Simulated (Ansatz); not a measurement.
# F2H2O2Sn: the cost of one run

Computed with Ansatz 0.2.0, Gaussian basis. Level: the settings change from run to run.

## Step 1: The geometry

An earlier PBE0-D4 in a triple-zeta def2 set relaxation fixed the geometry. Sn takes a core potential in def2 sets; no spin-orbit term is included.

7 atoms, charge 0, spin multiplicity 1.

Atoms are counted from 1 here; the program's logs count them from 0.

Bond lengths: O1–Sn2 1.922 Å, O1–H6 0.962 Å, Sn2–O3 1.922 Å, Sn2–F4 1.899 Å, Sn2–F5 1.899 Å, O3–H7 0.962 Å. Angles: Sn2–O1–H6 112.3°, O1–Sn2–O3 111.7°, O1–Sn2–F4 112.4°, O1–Sn2–F5 107.5°, O3–Sn2–F4 107.5°, O3–Sn2–F5 112.4°, F4–Sn2–F5 105.3°, Sn2–O3–H7 112.3°.

## Step 2: RPBE/x2c-TZVPPall

Options: charge +1, multiplicity 2, D3(BJ) with three-body dispersion.

in.yaml reads:

```yaml
crystal:
  periodic: [false, false, false]
  atoms:
    - {symbol: O, position_ang: [-1.319620, 0.597139, 1.091255]}
    - {symbol: Sn, position_ang: [-0.031372, -0.060227, -0.174306]}
    - {symbol: O, position_ang: [1.737765, -0.112187, 0.574571]}
    - {symbol: F, position_ang: [-0.443579, -1.810858, -0.783562]}
    - {symbol: F, position_ang: [-0.132575, 1.044089, -1.715758]}
    - {symbol: H, position_ang: [-1.984144, 1.157338, 0.678174]}
    - {symbol: H, position_ang: [2.234725, -0.883295, 0.283926]}
basis:
  gaussian: {orbitals: x2c-TZVPPall}
total_charge: 1
magnetization: {spin_polarized: true, initial_magnetization: 1}
hamiltonian: {xc: {name: RPBE}, dispersion: d3bjatm}
output: {forces: true}
```

Command:

```bash
$ ansatz run in.yaml --threads 4 --pin off --events-out ev --progress --plain --max-ram 10444MiB
```

**Question.** How long does this run take on 4 threads of Intel Xeon 6975P-C, shared host, and how much memory does it need?

About 11 s, with a peak of 0.64 GiB.
